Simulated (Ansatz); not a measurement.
**CH₆AlISi: one species, many methods**

How much do the methods differ for CH₆AlISi? The plan is to run it at one geometry with functionals of several rungs and with coupled cluster, and see how far each lands from CCSD(T) at the basis-set limit for the atomisation energy.

The runs use Ansatz 0.2.0, Gaussian basis; functionals in def2-TZVPP, the program's frozen cores in correlated methods.

Plan: LDA (SPW92), PBE-D4, revPBE-D4, BLYP-D4, r2SCAN-D4, B97M-V, PBE0-D4, B3LYP-D4, r2SCANh-D4, r2SCAN0-D4, HSE06-D4, BHLYP-D4, CAM-B3LYP-D4, LC-ωPBE, ωB97X-V, ωB97M-V, B2PLYP, PBE-QIDH; CCSD(T)/def2-SVP; CCSD(T)/def2-TZVPP; MP2/def2-QZVPP; extrapolation to the limit; RPA on PBE.

## Step 1: The geometry

An earlier PBE0-D4 in a triple-zeta def2 set relaxation fixed the geometry. I takes the def2 core potential; no spin-orbit term is included.

10 atoms, charge 0, spin multiplicity 1.

Atoms are counted from 1 here; the program's logs count them from 0.

Bond lengths: Al1–C2 1.969 Å, Al1–I4 2.816 Å, Al1–H5 1.582 Å, Al1–H6 1.582 Å, C2–Si3 1.863 Å, C2–I4 2.200 Å, C2–H7 1.090 Å, Si3–H8 1.487 Å, Si3–H9 1.490 Å, Si3–H10 1.484 Å. Angles: C2–Al1–I4 51.1°, C2–Al1–H5 117.3°, C2–Al1–H6 117.9°, I4–Al1–H5 108.3°, I4–Al1–H6 109.1°, H5–Al1–H6 124.6°, Al1–C2–Si3 122.8°, Al1–C2–I4 84.8°, Al1–C2–H7 116.0°, Si3–C2–I4 108.7°, Si3–C2–H7 113.9°, I4–C2–H7 103.8°, C2–Si3–H8 112.5°, C2–Si3–H9 107.4°, C2–Si3–H10 109.4°, H8–Si3–H9 108.9°, H8–Si3–H10 109.1°, H9–Si3–H10 109.5° and more.

Coordinates:

```mol
CH6AlISi
  3D, bonds by distance, orders not assigned

 10 10  0  0  0  0  0  0  0  0999 V2000
   -1.0340    1.3952   -0.6106 Al  0  0
   -0.5350   -0.3402    0.1745 C   0  0
    1.2079   -0.7526    0.6886 Si  0  0
   -0.8764   -1.1282   -1.8514 I   0  0
    0.1361    2.2991   -1.1728 H   0  0
   -2.5511    1.8375   -0.5270 H   0  0
   -1.3008   -0.8301    0.7769 H   0  0
    1.4632   -2.2178    0.7139 H   0  0
    1.4108   -0.2047    2.0592 H   0  0
    2.1624   -0.1095   -0.2486 H   0  0
  1  2  8  0
  1  4  8  0
  1  5  8  0
  1  6  8  0
  2  3  8  0
  2  4  8  0
  2  7  8  0
  3  8  8  0
  3  9  8  0
  3 10  8  0
M  END
```

## Step 2: LDA

This LDA is Slater exchange with PW92 correlation.

Contents of in.yaml:

```yaml
crystal:
  periodic: [false, false, false]
  atoms:
    - {symbol: Al, position_ang: [-1.034029, 1.395163, -0.610607]}
    - {symbol: C, position_ang: [-0.535040, -0.340223, 0.174537]}
    - {symbol: Si, position_ang: [1.207939, -0.752596, 0.688562]}
    - {symbol: I, position_ang: [-0.876441, -1.128198, -1.851437]}
    - {symbol: H, position_ang: [0.136069, 2.299088, -1.172790]}
    - {symbol: H, position_ang: [-2.551095, 1.837547, -0.526959]}
    - {symbol: H, position_ang: [-1.300750, -0.830105, 0.776939]}
    - {symbol: H, position_ang: [1.463225, -2.217756, 0.713927]}
    - {symbol: H, position_ang: [1.410839, -0.204741, 2.059202]}
    - {symbol: H, position_ang: [2.162384, -0.109480, -0.248573]}
basis:
  gaussian: {orbitals: def2-TZVPP}
hamiltonian: {xc: lda}
output: {orbitals: {seedname: orbitals}}
```

Further steps of the session: PBE-D4 (GGA); revPBE-D4 (GGA); BLYP-D4 (GGA); r2SCAN-D4 (meta-GGA); B97M-V (meta-GGA); PBE0-D4 (hybrid); B3LYP-D4 (hybrid); r2SCANh-D4 (hybrid); r2SCAN0-D4 (hybrid); HSE06-D4 (hybrid); BHLYP-D4 (hybrid); CAM-B3LYP-D4 (range-separated); LC-ωPBE (range-separated); ωB97X-V (range-separated); ωB97M-V (range-separated); B2PLYP (double hybrid); PBE-QIDH (double hybrid); CCSD(T) in def2-SVP; CCSD(T) in def2-TZVPP; MP2 in def2-QZVPP; RPA on PBE orbitals.

**Question.** What will the summary of the whole plan be? Wanted: atomisation energy, CCSD(T)/CBS; farthest beyond LDA; mean size of error, GGA; mean size of error, meta-GGA; mean size of error, hybrid; mean size of error, range-separated; mean size of error, double hybrid; gap, smallest and largest; T1 diagnostic.

As calculated:

| quantity | value |
| --- | --- |
| atomisation energy, CCSD(T)/CBS | 2915.4 kJ/mol |
| functionals within 29.2 kJ/mol (1.0 %) | r2SCAN-D4, B97M-V, r2SCANh-D4, ωB97X-V, ωB97M-V |
| farthest beyond LDA | revPBE-D4 (-78.3 kJ/mol) |
| mean size of error, GGA | 57.8 kJ/mol |
| mean size of error, meta-GGA | 10.4 kJ/mol |
| mean size of error, hybrid | 43.7 kJ/mol |
| mean size of error, range-separated | 33.1 kJ/mol |
| mean size of error, double hybrid | 58.4 kJ/mol |
| gap, smallest and largest | 3.85 eV (LDA (SPW92)), 10.68 eV (LC-ωPBE) |
| T1 diagnostic | 0.0107 |
| triples share of the correlation energy | 3.0 % |

In words: The LDA atomisation energy is off by 307.6 kJ/mol (11 %): it overbinds. PBE-D4 misses by -29.9 kJ/mol. Double hybrids carry the basis error of their MP2 part in triple zeta, and no dispersion term here, so their miss is partly the set-up's. By mean error the best rung here is meta-GGA (10.4 kJ/mol) and the worst beyond LDA is double hybrid (58.4 kJ/mol). The reference freezes the cores and leaves out spin-orbit coupling and excitations past (T), and its outer-core shells are covered unevenly, so misses under about 29.2 kJ/mol can't be ranked. All levels share the lack of spin-orbit coupling, which lowers the free heavy atoms and so the true binding. Hartree-Fock recovers 74 % of the binding; the rest is correlation. CCSD(T) in def2-SVP is off by -203.3 kJ/mol, more than most functionals: a good method in a small basis is no reference. Orbital gaps span 3.9 to 10.7 eV; exact exchange widens them. Correlated methods include outer-core shells of I, which these sets cover unevenly.
